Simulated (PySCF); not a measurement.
# ZrCl2: relaxation and vibrations of the singlet

The task is one start of a wider search on ZrCl2: the singlet, from a bent start. It is relaxed, tested by its Hessian and followed downhill if it is a saddle.

Computed with PySCF 2.14.0. Level: PBE0, basis Zr def2-TZVP with ECP28, Cl def2-TZVP, scalar-relativistic core potentials, no spin–orbit coupling, density fitting.

### 1 Where the work starts

3 atoms, charge 0, spin multiplicity 1.

Bond lengths: Zr1–Cl2 2.530 Å, Zr1–Cl3 2.530 Å. Angles: Cl2–Zr1–Cl3 110.0°.

```xyz
3
charge 0 multiplicity 1
Zr    0.0000    0.0000   -0.6349
Cl    2.0725    0.0000    0.8162
Cl   -2.0725    0.0000    0.8162
```

### 2 Relaxation: bent start, singlet

One driver script runs all steps and calls PySCF; scf.py shows how it sets up the SCF of each step. The optimiser is the driver's own. Before each start the driver seeks the lowest SCF state from one or more starting densities and follows internal instabilities, so scf.py alone need not reach the same state.

The program finds C2v symmetry in the start, which this walk keeps.

scf.py

```python
from pyscf import gto, scf, dft
mol = gto.M(atom='''
Zr     0.000000     0.000000    -0.634917
Cl     2.072500    -0.000000     0.816183
Cl    -2.072500     0.000000     0.816183''',
    basis={'Zr': 'def2-TZVP', 'Cl': 'def2-TZVP'},
    ecp={'Zr': 'def2-TZVP'},
    charge=0, spin=0)
mf = dft.RKS(mol, xc='PBE0')
mf.grids.atom_grid = (50, 194)
aux = {'Zr': 'def2-universal-JKFIT', 'Cl': 'def2-universal-JKFIT'}
mf = mf.density_fit(auxbasis=aux)
mf.kernel()
```

The optimiser's trace:

| step | energy (Eh) | change (kJ/mol) | largest symmetric gradient (Eh/bohr) |
| --- | --- | --- | --- |
| 0 | -967.200444 | 0.00 | 0.06256 |
| 1 | -967.222035 | -56.69 | 0.03537 |
| 2 | -967.227223 | -70.31 | 0.01747 |
| 3 | -967.229089 | -75.21 | 0.00496 |
| 4 | -967.229315 | -75.80 | 0.00265 |
| 5 | -967.229640 | -76.65 | 0.00045 |
| 6 | -967.229664 | -76.72 | 0.00026 |
| 7 | -967.229664 | -76.72 | 0.00007 |

The walk ran for 10 s (4 threads, shared host).

It settles in C2v symmetry, 76.7 kJ/mol below the start, after 7 steps: Zr–Cl 2.298 Å (×2); Cl–Zr–Cl 130.9°.

### 3 Is it a minimum? Harmonic modes

The point is checked on the finer grid, and tightened if its gradient asks for it. The Hessian and the dipole derivatives come from central differences of analytic gradients, with steps of 0.01 bohr.

scf.py: that of step 2 with these lines changed.

```diff
@@ -3,3 +3,3 @@
-Zr     0.000000     0.000000    -0.634917
-Cl     2.072500    -0.000000     0.816183
-Cl    -2.072500     0.000000     0.816183''',
+Zr     0.000000     0.000000    -0.446116
+Cl     2.068708    -0.000000     0.551525
+Cl    -2.068708     0.000000     0.551525''',
@@ -10 +10 @@
-mf.grids.atom_grid = (50, 194)
+mf.grids.atom_grid = (75, 302)
```

The driver hands on the density of the step before, so the log starts near convergence.

SCF at the final geometry:

```text
init E= -967.229586403113
  HOMO = -0.198578679900388  LUMO = -0.120663908172034  gap/eV = 2.12017
cycle= 1 E= -967.229586402014  delta_E= 1.1e-09  |g|= 7.13e-05  |ddm|= 0.000125
  HOMO = -0.198559781372243  LUMO = -0.120639401886584  gap/eV = 2.12032
cycle= 2 E= -967.229586397627  delta_E= 4.39e-09  |g|= 0.00014  |ddm|= 0.000236
  HOMO = -0.198572318117147  LUMO = -0.120655508293411  gap/eV = 2.12022
cycle= 3 E= -967.22958640359  delta_E= -5.96e-09  |g|= 2.05e-06  |ddm|= 0.000156
  HOMO = -0.198572461376446  LUMO = -0.120655574348581  gap/eV = 2.12023
cycle= 4 E= -967.229586403594  delta_E= -3.87e-12  |g|= 1.03e-06  |ddm|= 5.95e-06
  HOMO = -0.198572539388172  LUMO = -0.120655594859362  gap/eV = 2.12023
Extra cycle  E= -967.229586403597  delta_E= -3.64e-12  |g|= 7.19e-07  |ddm|= 6.15e-06
converged SCF energy = -967.229586403597
```

The whole step took 18 s.

Geometry: C2v; Zr–Cl 2.297 Å (×2); Cl–Zr–Cl 128.5°.

Harmonic modes (main isotopes):

```
symmetry  ω (cm⁻¹)  IR (km/mol)  μ (u)     type
      a1        68          1.8  42.63     bend
      a1       395         19.2  38.32  stretch
      b2       429         84.3  45.80  stretch
```

Every mode is real; the point is a minimum.

Constants and moments:

```yaml
Dipole_moment: 1.43 D
Highest_occupied_level: -5.40 eV
Lowest_empty_level: -3.28 eV
Rotational_constants: 0.4306, 0.05632, 0.04981 cm⁻¹
Zero-point_energy: 5.3 kJ/mol
Principal_polarisabilities: 98.7, 99.3, 99.9 bohr³
Atomisation_energy_without_zero-point_energy: 926 kJ/mol
Principal_traceless_quadrupole_moments_about_the_centre_of_mass: -3.78, -0.24, 4.02 D Å
Entropy_at_298.15_K_and_1_bar: 303.4 J/(mol K)
Heat_capacity_Cp_at_298.15_K: 53.6 J/(mol K)
Enthalpy_at_298.15_K_above_0_K: 13.58 kJ/mol
Rotational_symmetry_number: 2
```

Populations by atom (charges in e):

```json
{"atom": "Zr1", "Mulliken": "0.68", "Löwdin": "-0.22", "polar tensor": "0.93", "Mayer order to Zr1": "–"}
{"atom": "Cl2,3", "Mulliken": "-0.34", "Löwdin": "0.11", "polar tensor": "-0.47", "Mayer order to Zr1": "1.19"}
```

Outer orbital energies (eV). occupied: -22.66, -11.28, -10.69, -10.16, -10.11, -9.91, -9.78, -5.40; empty: -3.28, -3.26, -2.33, -2.19.

Mulliken populations on Zr1 (outside its core potential): s 3.19, p 6.22, d 1.86, f 0.04.

### 4 Stability of the closed shell

At the lowest minimum the closed shell is tested against spin polarisation, on the (50, 194) grid. It is unstable: an open-shell solution lies lower. That solution was not followed to a minimum here.

### 5 Results

| quantity | value |
| --- | --- |
| minimum | singlet, C2v (closed shell, unstable towards spin polarisation) |
| geometry | Zr–Cl 2.297 Å (×2); Cl–Zr–Cl 128.5° |
| wavenumbers (cm⁻¹) | 68 (a1), 395 (a1), 429 (b2) |
| dipole moment | 1.43 D |
| highest occupied, lowest empty level | -5.40, -3.28 eV |
| polar-tensor charge of Zr1 | +0.93 e |
| zero-point energy | 5.3 kJ/mol |

**Reading.** The molecule stays C2v, as typed, and the end point is a minimum. The strongest infrared band lies at 429 cm⁻¹ (b2, stretch). Other starts or spin states, not run here, may lie lower. Modes under about 90 cm⁻¹ are uncertain by tens of cm⁻¹. Spin polarisation would lower this closed shell, so its numbers describe a constrained state.

The search up to here took 37 s.
